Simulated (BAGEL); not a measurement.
**A workflow on GaGeH5 (SMILES [GaH2][GeH3])**

We compute a single-point energy (HF/def2-SVP), then the energy (NEVPT2(2,2)/def2-SVP), then a single-point energy (CASPT2(2,2)/def2-SVP) of GaGeH5. 

The calculation is run with BAGEL 1.2.2.

1 further run of the same task is left out (set aside as unsound or not needed).

## (1) The molecule

GaGeH5: 7 atoms, total charge 0, spin state singlet. As SMILES, `[GaH2][GeH3]`. The Ge2–H6 distance was set to 3.549 Å, away from the relaxed value. At this shape a bond of the SMILES string is far longer than usual.

Bond lengths: Ga1–Ge2 2.444 Å, Ga1–H3 1.572 Å, Ga1–H4 1.572 Å, Ge2–H5 1.540 Å, Ge2–H7 1.540 Å. Angles: Ga1–Ge2–H5 113.0°, Ga1–Ge2–H7 112.6°, Ge2–Ga1–H3 120.3°, Ge2–Ga1–H4 120.7°, H5–Ge2–H7 107.8°, H3–Ga1–H4 119.0°.

## (2) The energy at HF/def2-SVP (density fitting with svp-jkfit) (run 1)

hf.json

```json
{ "bagel" : [

{
  "title" : "molecule",
  "basis" : "svp",
  "df_basis" : "svp-jkfit",
  "angstrom" : true,
  "geometry" : [
    { "atom" : "Ga", "xyz" : [       0.314554,      -2.389046,      -1.470013 ] },
    { "atom" : "Ge", "xyz" : [       0.958854,      -0.041546,      -1.688813 ] },
    { "atom" : "H", "xyz" : [       1.210954,      -3.383746,      -0.646413 ] },
    { "atom" : "H", "xyz" : [      -1.011946,      -2.921146,      -2.124213 ] },
    { "atom" : "H", "xyz" : [       0.373554,       0.627854,      -2.946013 ] },
    { "atom" : "H", "xyz" : [      -0.246100,       1.779800,       1.109100 ] },
    { "atom" : "H", "xyz" : [       2.486554,       0.151154,      -1.722013 ] }
  ]
},

{ "title" : "hf" },

{ "title" : "print", "file" : "orbitals.molden", "orbitals" : true }

]}
```

On the command line:

```console
$ BAGEL_NUM_THREADS=1 BAGEL hf.json > hf.out
```

Log:

```text
* using 1 threads per process

  ===============================================================
  ===============================================================

  *** Geometry ***

  { "atom" : "Ga", "xyz" : [      0.594421,     -4.514643,     -2.777922 ] },
  { "atom" : "Ge", "xyz" : [      1.811971,     -0.078511,     -3.191394 ] },
  { "atom" : "H", "xyz" : [      2.288371,     -6.394353,     -1.221544 ] },
  { "atom" : "H", "xyz" : [     -1.912301,     -5.520166,     -4.014181 ] },
  { "atom" : "H", "xyz" : [      0.705915,      1.186472,     -5.567158 ] },
  { "atom" : "H", "xyz" : [     -0.465062,      3.363335,      2.095895 ] },
  { "atom" : "H", "xyz" : [      4.698906,      0.285640,     -3.254133 ] },

  Number of auxiliary basis functions:      622

  Since a DF basis is specified, we compute 2- and 3-index integrals:
    o Being stored without compression. Storage requirement is 0.039 GB

  Number of basis functions:       89
  Number of electrons      :       68

    * METHOD: MOLECULE                             0.42

  *** RHF ***

  === Nuclear Repulsion ===
   286.4935116501

      * DIIS with orbital gradients will be used.

  === RHF iteration (svp) ===
      0      -4000.73469011          0.00699653           0.15
      1      -4000.77759804          0.00449369           0.14
      2      -4000.79846524          0.00126289           0.14
[... 10 lines of this table left out ...]
     13      -4000.80031370          0.00000001           0.14
    * SCF iteration converged.

    * Permanent dipole moment:
           (   -0.496512,     1.225540,     1.340117) a.u.

    * METHOD: HF                                   2.33

    * METHOD: PRINT                                0.02

  ===============================================================
```

Wall time 2.9 s (1 thread of Arm Neoverse V1, shared host); peak memory 0.17 GiB.

## (3) A single-point energy at NEVPT2(2,2)/def2-SVP (density fitting with svp-jkfit) (run 2)

calc.json

```json
{ "bagel" : [

{
  "title" : "molecule",
  "basis" : "svp",
  "df_basis" : "svp-jkfit",
  "angstrom" : true,
  "geometry" : [
    { "atom" : "Ga", "xyz" : [       0.314554,      -2.389046,      -1.470013 ] },
    { "atom" : "Ge", "xyz" : [       0.958854,      -0.041546,      -1.688813 ] },
    { "atom" : "H", "xyz" : [       1.210954,      -3.383746,      -0.646413 ] },
    { "atom" : "H", "xyz" : [      -1.011946,      -2.921146,      -2.124213 ] },
    { "atom" : "H", "xyz" : [       0.373554,       0.627854,      -2.946013 ] },
    { "atom" : "H", "xyz" : [      -0.246100,       1.779800,       1.109100 ] },
    { "atom" : "H", "xyz" : [       2.486554,       0.151154,      -1.722013 ] }
  ]
},

{ "title" : "hf" },

{ "title" : "nevpt2", "nstate" : 1, "nact" : 2, "nclosed" : 33, "active" : [34, 35], "maxiter" : 200, "natocc" : true, "ncore" : 18 },

{ "title" : "print", "file" : "orbitals.molden", "orbitals" : true }

]}
```

On the command line:

```console
$ BAGEL_NUM_THREADS=1 BAGEL calc.json > calc.out
```

Log:

```text
* using 1 threads per process

  ===============================================================
  ===============================================================

  *** Geometry ***

[... 31 lines left out ...]
    * SCF iteration converged.
[... 1 line left out ...]
    * Permanent dipole moment:
[... 28 lines left out ...]
    * Second-order optimization converged. *
[... 9 lines left out ...]
     * ci vector, state   0, <S^2> = 0.0000
       2.     0.8213725877
       .2    -0.5703920338

  === DF-NEVPT2 calculation ===

    * 3-index integral transformation done
    * assembly done

      NEVPT2 correlation energy:   -0.4365236331      0.20

          (+0)     -0.4053188645
          (+0)'    -0.0051229393
          (+1)     -0.0059108852
          (+1)'    -0.0000000000
          (+2)     -0.0000776552
          (-1)     -0.0198023032
          (-1)'     0.0000000000
          (-2)     -0.0002909858

      NEVPT2 total energy:       -4001.3305390247

    * METHOD: NEVPT2                               7.90

    * METHOD: PRINT                                0.02

  ===============================================================
```

Run time: 11 s. Hardware: 1 thread of Arm Neoverse V1, shared host; peak memory 0.17 GiB.

## (4) A single-point energy at CASPT2(2,2)/def2-SVP (density fitting with svp-jkfit) (run 3)

input.json

```json
{ "bagel" : [

{
  "title" : "molecule",
  "basis" : "svp",
  "df_basis" : "svp-jkfit",
  "angstrom" : true,
  "geometry" : [
    { "atom" : "Ga", "xyz" : [       0.314554,      -2.389046,      -1.470013 ] },
    { "atom" : "Ge", "xyz" : [       0.958854,      -0.041546,      -1.688813 ] },
    { "atom" : "H", "xyz" : [       1.210954,      -3.383746,      -0.646413 ] },
    { "atom" : "H", "xyz" : [      -1.011946,      -2.921146,      -2.124213 ] },
    { "atom" : "H", "xyz" : [       0.373554,       0.627854,      -2.946013 ] },
    { "atom" : "H", "xyz" : [      -0.246100,       1.779800,       1.109100 ] },
    { "atom" : "H", "xyz" : [       2.486554,       0.151154,      -1.722013 ] }
  ]
},

{
  "title" : "hf"
},

{
  "title" : "casscf",
  "nstate" : 1,
  "nact" : 2,
  "nclosed" : 33,
  "active" : [34, 35],
  "maxiter" : 200,
  "natocc" : true
},

{
  "title" : "print",
  "file" : "orbitals.molden",
  "orbitals" : true
},

{
  "title" : "smith",
  "method" : "caspt2",
  "ms" : true,
  "xms" : true,
  "sssr" : true,
  "shift" : 0.2,
  "shift_imag" : true,
  "ncore" : 18
}

]}
```

On the command line:

```console
$ BAGEL_NUM_THREADS=1 BAGEL input.json > input.out
```

Log:

```text
* using 1 threads per process

  ===============================================================
  ===============================================================

  *** Geometry ***

[... 33 lines left out ...]
    * Permanent dipole moment:
[... 37 lines left out ...]
     * ci vector, state   0, <S^2> = 0.0000
[... 21 lines left out ...]
       #      aibj      arbs      arbi      airj      risj      airs      arst      rist         Etot      error   time
[... 7 lines left out ...]
      ------------------------------------------------------------------------------------------------------------------

    * CASPT2 energy : state  0    -4001.3334714538
        w/o shift correction      -4001.3311563077
        reference weight              0.8890143190

    * METHOD: SMITH                                0.74

  ===============================================================
```

It took 11 s on 1 thread of Arm Neoverse V1, shared host; peak memory 0.21 GiB.

## (5) Results

```
                                 quantity           value
         run 1, HF/def2-SVP: total energy  -4000.80031 Eh
        run 1, HF/def2-SVP: dipole moment          4.79 D
          run 1, HF/def2-SVP: HOMO energy        -7.37 eV
          run 1, HF/def2-SVP: LUMO energy        -1.65 eV
        run 1, HF/def2-SVP: HOMO–LUMO gap         5.71 eV
run 2, NEVPT2(2,2)/def2-SVP: total energy  -4001.33054 Eh
run 3, CASPT2(2,2)/def2-SVP: total energy  -4001.33347 Eh
```

What this shows: One bond (run 1, HF/def2-SVP) is far stretched, which a spin-restricted single reference describes badly; a broken-symmetry solution may lie lower.
